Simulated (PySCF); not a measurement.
# C₃H₁₂AsGa: geometry, NMR shifts, spin-spin couplings, electronic excitations and core binding energies

What NMR shifts, spin-spin couplings, electronic excitations and core binding energies should C₃H₁₂AsGa (`CCC[AsH2+][GaH3-]`) show?

The runs use PySCF 2.14.0, with density-fitted response routines of our own; the level of theory stands in each step. All values are computed, except where a source is named. Atoms count from 0, in the outputs and in this text.

**1. The molecule as given**

17 atoms, charge 0, multiplicity 1; geometry from: GFN2-xTB.

Bonds of the start (Å): C0–C1 1.52, C1–C2 1.53, C2–As3 1.96, As3–Ga4 2.66, C0–H5 1.09, C0–H6 1.09, C0–H7 1.09, C1–H8 1.10, C1–H9 1.10, C2–H10 1.10, C2–H11 1.10, As3–H12 1.50, As3–H13 1.50, Ga4–H14 1.56, Ga4–H15 1.56, Ga4–H16 1.55.

**2. Relaxing the molecule at PBE0-D3(BJ)/def2-SVP**

What the job is given:

```
{"job": {"xc": "PBE0", "basis": "def2-SVP", "d3": "d3bj", "grid": 1, "kind": "geom"}, "charge": 0, "multiplicity": 1}
C      2.609743     0.445173     0.335460
C      1.509284    -0.474015    -0.181504
C      0.120116     0.102551     0.081561
As    -1.360468    -1.022747    -0.550340
Ga    -3.193979     0.705623     0.313271
H      3.589182     0.015576     0.137883
H      2.509620     0.592983     1.408486
H      2.554840     1.416063    -0.151844
H      1.638358    -0.627688    -1.258870
H      1.592987    -1.451578     0.306478
H      0.014133     1.082395    -0.401459
H     -0.029634     0.263739     1.156815
H     -0.839749    -2.323515    -0.018255
H     -0.792018    -1.328216    -1.902690
H     -2.639366     1.874373    -0.561756
H     -2.707247     0.627266     1.795448
H     -4.582801     0.114046    -0.039570
```

**Question.** This job is followed by: GIAO PBE0/pcSseg-1 NMR shielding, non-relativistic, gas phase; B3LYP/pcJ-1 As:pcSseg-1 Ga:pcSseg-1 indirect spin-spin coupling, non-relativistic, gas phase; TDDFT CAM-B3LYP/def2-SVPD, vertical, gas phase, core orbitals frozen in the response; GIAO B97-2/pcSseg-1 NMR shielding, non-relativistic, gas phase; delta-SCF UKS SCAN, pcX-2 on the ionised atom, pcseg-1 elsewhere, spin-free X2C. What will the session give for the following? rotational constants (main isotopes); ¹³C shifts against TMS (PBE0/pcSseg-1); ¹H shifts against TMS (PBE0/pcSseg-1, means over atoms taken as alike); ⁷⁵As shifts against AsH3 (PBE0/pcSseg-1); ⁷¹Ga shifts against GaH4- (PBE0/pcSseg-1); largest coupling of the table (B3LYP/pcSseg-1+pcJ-1); lowest singlet (CAM-B3LYP/def2-SVPD); brightest single state of those computed; lowest triplet; vertical ionisation energy (ΔSCF); C1s binding energies, SCAN/pcX-2; range of the shift of As3.

The runs gave:

```
                                                              quantity                               value
                                  rotational constants (main isotopes)                5.68, 0.63, 0.58 GHz
                                ¹³C shifts against TMS (PBE0/pcSseg-1)                30.0, 23.4, 18.3 ppm
¹H shifts against TMS (PBE0/pcSseg-1, means over atoms taken as alike)    3.92, 3.86, 1.45, 1.40, 1.13 ppm
                              ⁷⁵As shifts against AsH3 (PBE0/pcSseg-1)                             378 ppm
                             ⁷¹Ga shifts against GaH4- (PBE0/pcSseg-1)                             106 ppm
                  largest coupling of the table (B3LYP/pcSseg-1+pcJ-1)            ¹J(C,H) C2–H10, 141.1 Hz
                                  lowest singlet (CAM-B3LYP/def2-SVPD)         6.68 eV (186 nm), f = 0.001
                              brightest single state of those computed         state 8, 7.42 eV, f = 0.268
                                                        lowest triplet                             6.09 eV
                                     vertical ionisation energy (ΔSCF)                             9.96 eV
                                      C1s binding energies, SCAN/pcX-2  C1 291.17, C2 291.07, C0 290.96 eV
                                             range of the shift of As3                      375 to 378 ppm
```

**Reading.** The optimisation took 8 steps and gained 0.212 eV; among the close pairs (by a distance rule), As3–Ga4 changed most, from 2.664 to 2.592 Å. At PBE0/pcSseg-1: The widest tensor belongs to As3: span 315 ppm, with a paramagnetic part of -1347 ppm. Of the pairs tabulated at B3LYP/pcSseg-1+pcJ-1, C2–H10 (mean over like pairs) couples most strongly (141.1 Hz; Fermi contact 139.0 Hz). Couplings across rotatable bonds belong to this one conformer; where others are populated, the observed values are averages, and the simulated multiplets take (2 J gauche + J anti)/3 across rotating chain bonds. The lowest singlet, at 6.68 eV, is HOMO−1→LUMO 0.45, HOMO→LUMO 0.22 and is weak; of the 10 states computed, the strongest absorption comes from state 8 at 7.42 eV. The lowest triplet lies 0.59 eV below the lowest singlet (triplets in Tamm-Dancoff, singlets in full TDDFT). The orbital energy would give 9.06 eV for ionisation, ΔSCF gives 9.96 eV. C1 (sp3 CH2) binds its C1s electron 0.21 eV more tightly than C0 (methyl carbon). In ppm, As3 moves most: its shift spreads over 4 ppm, from 375 (B97-2/pcSseg-1) to 378 (PBE0/pcSseg-1). Spin-orbit coupling is left out, which matters for shieldings and couplings at and beside the heavy atoms.
